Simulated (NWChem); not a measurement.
**HfNH2ClF2 (SMILES [NH2][Hf]([F])([F])[Cl]) at 4 levels**

We compute a comparison of 4 runs (HF/def2-SVP, PBE0/def2-SVP, PBE/def2-TZVP, r2SCAN/def2-TZVP) of HfNH2ClF2. 

Program for the calculation: NWChem 7.3.0.

## (1) The molecule

HfNH2ClF2 has 7 atoms, charge 0, and is taken as a singlet. As SMILES, `[NH2][Hf]([F])([F])[Cl]`. Geometry: relaxed at PBE0-D4/def2-TZVP. This is one conformer, not always the lowest.

Bond lengths: N1–Hf2 2.008 Å, Hf2–F3 1.900 Å, Hf2–F4 1.900 Å, Hf2–Cl5 2.358 Å, N1–H6 1.011 Å, N1–H7 1.011 Å. Angles: N1–Hf2–F3 107.2°, N1–Hf2–F4 107.2°, N1–Hf2–Cl5 110.1°, F3–Hf2–F4 113.6°, F3–Hf2–Cl5 109.3°, F4–Hf2–Cl5 109.4°, Hf2–N1–H6 125.6°, Hf2–N1–H7 125.6°, H6–N1–H7 108.9°.

## (2) Energy and forces at HF/def2-SVP (core potential) (run 1)

clf2h2hfn.nw reads:

```
start clf2h2hfn
title "ClF2H2HfN gradient"
memory stack 880 mb heap 220 mb global 1100 mb
geometry noautosym nocenter noautoz
N      1.203200     0.016300     0.364800
Hf    -0.738700    -0.077000    -0.136900
F     -1.733200     0.583000     1.341700
F     -1.121700    -1.888800    -0.563100
Cl    -1.155000     1.274500    -2.023700
H      1.930200    -0.594300     0.017300
H      1.615000     0.686300     0.999900
end
basis "ao basis" spherical bse
* library def2-SVP
end
ecp bse
Hf library def2-SVP
end
scf
thresh 1e-08
maxiter 80
end
task scf gradient
```

Run with:

```console
$ nwchem clf2h2hfn.nw > clf2h2hfn.out
```

Standard output:

```text
[...]
  functions       =   102
[...]
  wavefunction    = RHF
[...]
         Total SCF energy =   -761.417677652001
      One-electron energy =  -1564.639496781102
      Two-electron energy =    554.606178780341
 Nuclear repulsion energy =    248.615640348760
        Time for solution =     19.3s
[...]
                         RHF ENERGY GRADIENTS
    atom               coordinates                        gradient
                 x          y          z           x          y          z
   1 N       2.273718   0.030803   0.689372   -0.010510   0.000037  -0.003245
   2 Hf     -1.395941  -0.145509  -0.258703   -0.002060   0.001038  -0.001964
   3 F      -3.275273   1.101710   2.535445    0.005312  -0.003515  -0.007946
   4 F      -2.119706  -3.569314  -1.064105    0.002034   0.009697   0.002244
   5 Cl     -2.182634   2.408456  -3.824238    0.002741  -0.007233   0.010260
   6 H       3.647549  -1.123064   0.032692    0.002107  -0.003380  -0.002248
   7 H       3.051907   1.296919   1.889537    0.000377   0.003357   0.002900
[...]
```

It took 28 s on 1 thread of Intel Xeon Platinum 8559C (Emerald Rapids), shared host; peak memory 0.11 GiB.

## (3) Energy and forces at PBE0/def2-SVP (core potential) (run 2)

nw.xyz reads:

```xyz
7

N      1.203200     0.016300     0.364800
Hf    -0.738700    -0.077000    -0.136900
F     -1.733200     0.583000     1.341700
F     -1.121700    -1.888800    -0.563100
Cl    -1.155000     1.274500    -2.023700
H      1.930200    -0.594300     0.017300
H      1.615000     0.686300     0.999900
```

run.py reads:

```python
from ase.io import read
from ase.calculators.nwchem import NWChem

mol = read('nw.xyz')

calc = NWChem(
    label='nw',
    theory='dft',
    memory='2200 mb',
    basis='def2-SVP',
    basispar='spherical bse',
    dft={'xc': 'pbe0', 'mult': '1', 'grid': 'fine', 'convergence': 'energy 1e-08', 'iterations': '100', 'mulliken': None},
    **{'ecp bse': {'Hf library': 'def2-SVP'}},
)
mol.calc = calc

forces = mol.get_forces()
e = mol.get_potential_energy()
print(f"E = {e:.6f} eV")
print("forces (eV/A):")
for s, f in zip(mol.symbols, forces):
    print(f"{s:2s} {f[0]:10.5f} {f[1]:10.5f} {f[2]:10.5f}")
print("dipole (e A):", mol.get_dipole_moment().round(4))
```

Run with:

```console
$ export ASE_NWCHEM_COMMAND="nwchem PREFIX.nwi > PREFIX.nwo"
$ python run.py
```

Standard output:

```text
E = -20773.037007 eV
forces (eV/A):
N    -0.36505   -0.02941   -0.08747
Hf    0.06016    0.02283   -0.01296
F    -0.09354    0.09539    0.18142
F    -0.01620   -0.21551   -0.05862
Cl   -0.01121    0.09415   -0.12557
H     0.26205   -0.19072   -0.10788
H     0.16383    0.22327    0.21104
dipole (e A): [ 0.5614 -0.0412  0.2334]
```

The calculator wrote nw.nwi:

```
title "nw"

permanent_dir nw

scratch_dir nw

start nw

geometry units angstrom nocenter noautosym noautoz
  N  1.2032000000000000e+00 1.6299999999999999e-02 3.6480000000000001e-01
  Hf -7.3870000000000002e-01 -7.6999999999999999e-02 -1.3689999999999999e-01
  F  -1.7332000000000001e+00 5.8299999999999996e-01 1.3416999999999999e+00
  F  -1.1216999999999999e+00 -1.8888000000000000e+00 -5.6310000000000004e-01
  Cl -1.1550000000000000e+00 1.2745000000000000e+00 -2.0236999999999998e+00
  H  1.9301999999999999e+00 -5.9430000000000005e-01 1.7299999999999999e-02
  H  1.6150000000000000e+00 6.8630000000000002e-01 9.9990000000000001e-01
end

memory 2200 mb

basis spherical bse noprint
   * library def2-SVP
end

dft
  xc pbe0
  mult 1
  grid fine
  convergence energy 1e-08
  iterations 100
  mulliken
end
ecp bse
  Hf library def2-SVP
end

task dft gradient
```

nw.nwo:

```text
Northwest Computational Chemistry Package (NWChem) 7.3.0
             --------------------------------------------------------

           Job information
           ---------------

    nwchem branch   = 7.3.0
    use scalapack   = T
    input           = nw.nwi
    prefix          = nw.
    data base       = nw/nw.db
    status          = startup
    nproc           =        1

           Memory information
           ------------------

[... 5 lines left out ...]
    hardfail = no
[... 114 lines left out ...]
  convergence criterion.
[... 43 lines left out ...]
          Spatial weights used:  Erf1
[... 32 lines left out ...]
 1-e energy   =   -1560.931049
[... 45 lines left out ...]
           Coulomb energy =      615.756036594425
[... 792 lines left out ...]
          Convergence on density requested:  1.00D-05
[... 29 lines left out ...]
          total energy or number of iterations.
[... 38 lines left out ...]
                 ----------------------------------------
                 |  Time  |  1-e(secs)   |  2-e(secs)   |
                 ----------------------------------------
                 |  CPU   |       0.05   |       6.27   |
                 ----------------------------------------
                 |  WALL  |       0.05   |       6.27   |
                 ----------------------------------------

 Task  times  cpu:       27.9s     wall:       27.9s
 Total times  cpu:       27.9s     wall:       27.9s
```

Wall time 30 s (1 thread of Intel Xeon Platinum 8559C (Emerald Rapids), shared host); peak memory 0.14 GiB.

Run 3 isn't shown in full; the table further down has it.

## (4) Energy and forces at r2SCAN/def2-TZVP (core potential) (run 4)

clf2h2hfn.nw reads:

```
start clf2h2hfn
title "ClF2H2HfN r2SCAN"
memory total 2200 mb
geometry noautosym nocenter noautoz
  N      1.203200     0.016300     0.364800
  Hf    -0.738700    -0.077000    -0.136900
  F     -1.733200     0.583000     1.341700
  F     -1.121700    -1.888800    -0.563100
  Cl    -1.155000     1.274500    -2.023700
  H      1.930200    -0.594300     0.017300
  H      1.615000     0.686300     0.999900
end
basis spherical bse
  * library def2-TZVP
end
ecp bse
  Hf library def2-TZVP
end
dft
  xc r2scan
  grid fine
  convergence energy 1e-08
  iterations 100
  mulliken
end
task dft gradient
```

Run with:

```console
$ nwchem clf2h2hfn.nw > clf2h2hfn.out
```

Standard output:

```text
[...]
          Wavefunction type:  closed shell.
          No. of atoms     :     7
          No. of electrons :    56
[...]
          Charge           :     0
          Spin multiplicity:     1
[...]
          AO basis - number of functions:   182
[...]
              XC Information
              --------------
                      r^2SCAN Method XC Functional
               r^2SCAN metaGGA Exchange Functional  1.000
                     r^2SCAN Correlation Potential  1.000
[...]
 d= 0,ls=0.0,diis     1   -763.9312130696 -1.01D+03  1.34D-02  2.46D+00     8.6
[...]
 d= 0,ls=0.0,diis    12   -764.1822414740 -2.25D-10  6.62D-08  5.06D-10    89.2
         Total DFT energy =     -764.182241473999
      One electron energy =    -1566.231365033444
           Coulomb energy =      616.265895749102
    Exchange-Corr. energy =      -62.832412538418
 Nuclear repulsion energy =      248.615640348760
[...]
  wavefunction    = closed shell
                         DFT ENERGY GRADIENTS
    atom               coordinates                        gradient
                 x          y          z           x          y          z
   1 N       2.273718   0.030803   0.689372   -0.000953   0.000245  -0.000467
   2 Hf     -1.395941  -0.145509  -0.258703    0.000864  -0.000575   0.001072
   3 F      -3.275273   1.101710   2.535445    0.001341  -0.000905  -0.002195
   4 F      -2.119706  -3.569314  -1.064105    0.000463   0.002609   0.000522
   5 Cl     -2.182634   2.408456  -3.824238    0.000507  -0.001162   0.001668
   6 H       3.647549  -1.123064   0.032692   -0.001233   0.000527   0.000197
   7 H       3.051907   1.296919   1.889537   -0.000989  -0.000739  -0.000796
[...]
```

Run time: 2.2 min. Hardware: 1 thread of Intel Xeon Platinum 8559C (Emerald Rapids), shared host; peak memory 0.15 GiB.

## (5) Overview of the runs

```
run                              level  iteration cap  module  energy (Eh)  dipole moment (D)  HOMO energy (eV)  LUMO energy (eV)  wall time
  1       HF/def2-SVP (core potential)             80     scf  -761.417678               2.88            -11.67              1.83       28 s
  2     PBE0/def2-SVP (core potential)            100     dft  -763.395036               2.93             -8.17             -0.80       30 s
  3     PBE/def2-TZVP (core potential)            100     dft  -763.875688               2.69             -6.81             -1.72      2 min
  4  r2SCAN/def2-TZVP (core potential)            100     dft  -764.182241               2.73             -7.14             -1.49    2.2 min
```

## (6) Results

```
                       quantity          value
            run 4: total energy  -764.18224 Eh
           run 4: dipole moment         2.73 D
             run 4: HOMO energy       -7.14 eV
             run 4: LUMO energy       -1.49 eV
           run 4: HOMO–LUMO gap        5.65 eV
run 4: largest force on an atom     0.140 eV/Å
```

The dipole moment (its size) runs from 2.69 D (PBE/def2-TZVP) to 2.93 D (PBE0/def2-SVP). The two ends differ in method and basis. The HOMO–LUMO gap runs from 5.09 eV (PBE/def2-TZVP) to 13.50 eV (HF/def2-SVP). Totals of different functionals can't be ranked against each other. All runs together took 5.1 min, the longest 2.2 min.
